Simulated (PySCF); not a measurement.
# MoO₂Cl₂: relaxation and vibrations of the singlet

Where does singlet MoO₂Cl₂ go from a see-saw (ligand arrangement 2) start, is the end point a minimum, and what are its modes, charges and moments?

Method: PBE, basis Mo def2-SVP with ECP28, O def2-SVP, Cl def2-SVP, scalar-relativistic core potentials, no spin–orbit coupling, density fitting; program: PySCF 2.14.0.

## Step 1: Starting geometry

5 atoms, charge 0, spin multiplicity 1.

Bond lengths: Mo1–O2 1.780 Å, Mo1–O3 1.780 Å, Mo1–Cl4 2.370 Å, Mo1–Cl5 2.370 Å. Angles: O2–Mo1–O3 86.9°, O2–Mo1–Cl4 170.0°, O2–Mo1–Cl5 86.9°, O3–Mo1–Cl4 86.9°, O3–Mo1–Cl5 104.0°, Cl4–Mo1–Cl5 86.9°.

Coordinates in bohr (charge 0 multiplicity 1):
```
Mo    0.0000    0.0000    0.0000
O     0.0000   -3.3509    0.2931
O    -2.6507    0.0000    2.0710
Cl    0.0000    4.4616    0.3904
Cl    3.5293    0.0000    2.7573
```

## Step 2: Finding the electronic state

One driver script runs all steps and calls PySCF; scf.py shows how it sets up the SCF of each step. The optimiser is the driver's own. After this first run the driver tries any further starts and a stability analysis.

File scf.py:

```python
from pyscf import gto, scf, dft
mol = gto.M(atom='''
Mo     0.000000     0.000000     0.000000
O     -0.000000    -1.773200     0.155100
O     -1.402700     0.000000     1.095900
Cl     0.000000     2.361000     0.206600
Cl     1.867600     0.000000     1.459100''',
    basis={'Mo': 'def2-SVP', 'O': 'def2-SVP', 'Cl': 'def2-SVP'},
    ecp={'Mo': 'def2-SVP'},
    charge=0, spin=0)
mf = dft.RKS(mol, xc='PBE')
mf.grids.atom_grid = (50, 194)
aux = {'Mo': 'def2-universal-JKFIT', 'O': 'def2-universal-JKFIT', 'Cl': 'def2-universal-JKFIT'}
mf = mf.density_fit(auxbasis=aux)
mf.conv_tol = 1e-08
mf.diis_space = 10
mf.max_cycle = 60
mf.init_guess = 'minao'
mf.verbose = 4
mf.kernel()
```

Command:

```console
OMP_NUM_THREADS=2 python axn.py task.json out
```

After this run come: Relaxing the singlet from the see-saw (ligand arrangement 2) start; Vibrations and properties at this point.

**Question.** What will these runs give? Wanted: minimum; geometry; wavenumbers; dipole moment; highest occupied, lowest empty level; polar-tensor charge of Mo1; zero-point energy; atomisation energy.

The runs gave:

| quantity | value |
| --- | --- |
| minimum | singlet, C2v |
| geometry | Mo–Cl 2.271 Å (×2), Mo–O 1.687 Å (×2); Cl–Mo–Cl 112.4°, Cl–Mo–O 109.4° (×4), O–Mo–O 106.5° |
| wavenumbers (cm⁻¹) | 113 (a1), 194 (b1), 218 (b2), 228 (a2), 334 (a1), 419 (a1), 440 (b2), 996 (b1), 1015 (a1) |
| dipole moment | 1.24 D |
| highest occupied, lowest empty level | -8.27, -4.53 eV |
| polar-tensor charge of Mo1 | +1.85 e |
| zero-point energy | 23.7 kJ/mol |
| entropy at 298.15 K | 339.9 J/(mol K) |
| atomisation energy (no zero-point energy) | 2218 kJ/mol |

**Reading.** The see-saw (ligand arrangement 2) start (C1) ends in a minimum of C2v symmetry. The strongest infrared band lies at 996 cm⁻¹ (b1, stretch). Other starts or spin states, not run here, may lie lower.
